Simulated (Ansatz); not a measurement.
**C₂H₄FGa: vertical ionisation energy**

The task here is to estimate one member of a computed series from the others.

Program: Ansatz 0.2.0, Gaussian basis. Level of theory: unrestricted cation, the program's frozen cores in correlated methods. These are calculated values, not measurements.

Levels to be run: UKS PBE-D4/def2-TZVPP; UKS r2SCAN-D4/def2-TZVPP; UKS PBE0-D4/def2-TZVPP; UKS B3LYP-D4/def2-TZVPP; UKS wB97X-V/def2-TZVPP; UKS wB97M-V/def2-TZVPP; UKS B2PLYP/def2-TZVPP; UHF-CCSD(T)/def2-TZVPP; UHF-MP2/def2-QZVPP; extrapolation to the limit; then −ε(HOMO) from the neutral's earlier runs with LDA (SPW92), PBE-D4, revPBE-D4, BLYP-D4, r2SCAN-D4, B97M-V, PBE0-D4, B3LYP-D4, r2SCANh-D4, r2SCAN0-D4, HSE06-D4, BHLYP-D4, CAM-B3LYP-D4, LC-ωPBE, ωB97X-V, ωB97M-V.

## The relaxed structure

An earlier PBE0-D4 in a triple-zeta def2 set relaxation fixed the geometry.

SMILES `C=[CH][GaH][F]`, 8 atoms, charge 0, spin multiplicity 1.

Atoms are counted from 1 here; the program's logs count them from 0.

Bond lengths: C1–C2 1.332 Å, C1–H5 1.088 Å, C1–H6 1.088 Å, C2–Ga3 1.936 Å, C2–H7 1.087 Å, Ga3–F4 1.763 Å, Ga3–H8 1.557 Å. Angles: C2–C1–H5 122.2°, C2–C1–H6 122.3°, H5–C1–H6 115.5°, C1–C2–Ga3 120.9°, C1–C2–H7 118.8°, Ga3–C2–H7 120.3°, C2–Ga3–F4 115.4°, C2–Ga3–H8 129.9°, F4–Ga3–H8 114.7°.

The first run:

in.yaml

```yaml
crystal:
  periodic: [false, false, false]
  atoms:
    - {symbol: C, position_ang: [-0.837090, 1.175416, 0.060894]}
    - {symbol: C, position_ang: [0.342633, 0.569538, -0.065008]}
    - {symbol: Ga, position_ang: [0.481684, -1.360205, -0.007647]}
    - {symbol: F, position_ang: [2.110504, -2.006062, -0.199573]}
    - {symbol: H, position_ang: [-1.762069, 0.620546, 0.200088]}
    - {symbol: H, position_ang: [-0.941088, 2.257840, 0.031592]}
    - {symbol: H, position_ang: [1.232285, 1.179647, -0.202309]}
    - {symbol: H, position_ang: [-0.626870, -2.436730, 0.181962]}
basis:
  gaussian: {orbitals: def2-TZVPP}
total_charge: 1
magnetization: {spin_polarized: true, initial_magnetization: 1}
hamiltonian: {xc: pbe, dispersion: d4}
```

The run is started by

```console
$ ansatz run in.yaml --threads 2 --pin off --events-out ev --progress --plain --max-ram 32768MiB --backend cpu
```

Among the steps run: Cation, UKS PBE-D4/def2-TZVPP; Cation, UKS r2SCAN-D4/def2-TZVPP; Cation, UKS PBE0-D4/def2-TZVPP; Cation, UKS B3LYP-D4/def2-TZVPP; Cation, UKS wB97X-V/def2-TZVPP; Cation, UKS wB97M-V/def2-TZVPP; Cation, UKS B2PLYP (frozen core)/def2-TZVPP; Cation, UHF-CCSD(T)/def2-TZVPP; Cation, UHF-MP2/def2-QZVPP.

One table of the session follows, with a row left open; its other results are not shown here.

It belongs to the step «Ionisation energies side by side». Orbital estimates, from the neutral's runs:

```
  functional  −ε(HOMO) (eV)
 LDA (SPW92)           7.20
      PBE-D4           7.09
   revPBE-D4           7.03
     BLYP-D4           7.01
   r2SCAN-D4           7.39
      B97M-V           7.48
     PBE0-D4              ?
    B3LYP-D4           8.25
  r2SCANh-D4           7.89
  r2SCAN0-D4           8.64
    HSE06-D4           8.04
    BHLYP-D4           9.44
CAM-B3LYP-D4           9.83
     LC-ωPBE          11.14
     ωB97X-V          10.80
     ωB97M-V          10.65
```

Estimate the missing values for PBE0-D4.

**Answer.** −ε(HOMO) (eV): 8.44. In the column «−ε(HOMO) (eV)» it lies between B3LYP-D4 (8.25) and r2SCAN0-D4 (8.64).
